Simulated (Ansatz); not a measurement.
# CH₂SeSi: functionals against CCSD(T) at one geometry

The task here is to estimate one member of a computed series from the others.

Method: single points in def2-TZVPP; program: Ansatz 0.2.0, Gaussian basis.

Cores are frozen in the correlated methods. Filled d shells of the heavier atoms are correlated.

## Starting geometry

SMILES `[SiH2]=C=[Se]`, 5 atoms, charge 0, spin multiplicity 1.

Atoms are counted from 1 here; the program's logs count them from 0.

Bond lengths: Si1–C2 1.811 Å, Si1–H4 1.491 Å, Si1–H5 1.412 Å, C2–Se3 1.752 Å. Angles: C2–Si1–H4 119.7°, C2–Si1–H5 120.0°, H4–Si1–H5 120.3°, Si1–C2–Se3 176.1°.

Coordinates:

```
Si   -0.35320    0.56330   -0.42480
C     0.42750   -0.69320    0.61970
Se    1.23300   -1.95430    1.53090
H    -1.46750    0.17760   -1.33780
H     0.08710    1.90390   -0.36410
```

Set-up of the first run:

run/in.yaml

```yaml
crystal:
  periodic: [false, false, false]
  atoms:
    - {symbol: Si, position_ang: [-0.353200, 0.563300, -0.424800]}
    - {symbol: C, position_ang: [0.427500, -0.693200, 0.619700]}
    - {symbol: Se, position_ang: [1.233000, -1.954300, 1.530900]}
    - {symbol: H, position_ang: [-1.467500, 0.177600, -1.337800]}
    - {symbol: H, position_ang: [0.087100, 1.903900, -0.364100]}
basis:
  gaussian: {orbitals: def2-TZVPP}
correlation: {method: ccsd_t}
output: {forces: true}
```

No record of the launch command was kept for these runs.

Steps of the session up to this table: CCSD(T)/def2-TZVPP; PBE0-D4/def2-TZVPP; wB97M-V/def2-TZVPP; r2SCAN-D4/def2-TZVPP; PBE-D4/def2-TZVPP; CAM-B3LYP-D4/def2-TZVPP; SPW92/def2-TZVPP.

One of the session's tables, all rows but one given; the rest of the session is left out.

| method | RMS force component (eV/Å) | angle to CCSD(T) forces (°) | dipole (D) |
| --- | --- | --- | --- |
| CCSD(T) | 0.889 | reference | 1.03 |
| PBE0-D4 | 1.071 | 10.8 | 1.17 |
| wB97M-V | 1.088 | 9.9 | 1.48 |
| r2SCAN-D4 | ? | ? | ? |
| PBE-D4 | 0.941 | 6.7 | 0.75 |
| CAM-B3LYP-D4 | 1.117 | 10.3 | 1.50 |
| SPW92 | 1.076 | 11.9 | 0.82 |

**Question.** Estimate the row for r2SCAN-D4.

The run gave: RMS force component (eV/Å): 0.998; angle to CCSD(T) forces (°): 10.0; dipole (D): 0.93. In the column «RMS force component (eV/Å)» it lies between PBE-D4 (0.941) and PBE0-D4 (1.071).
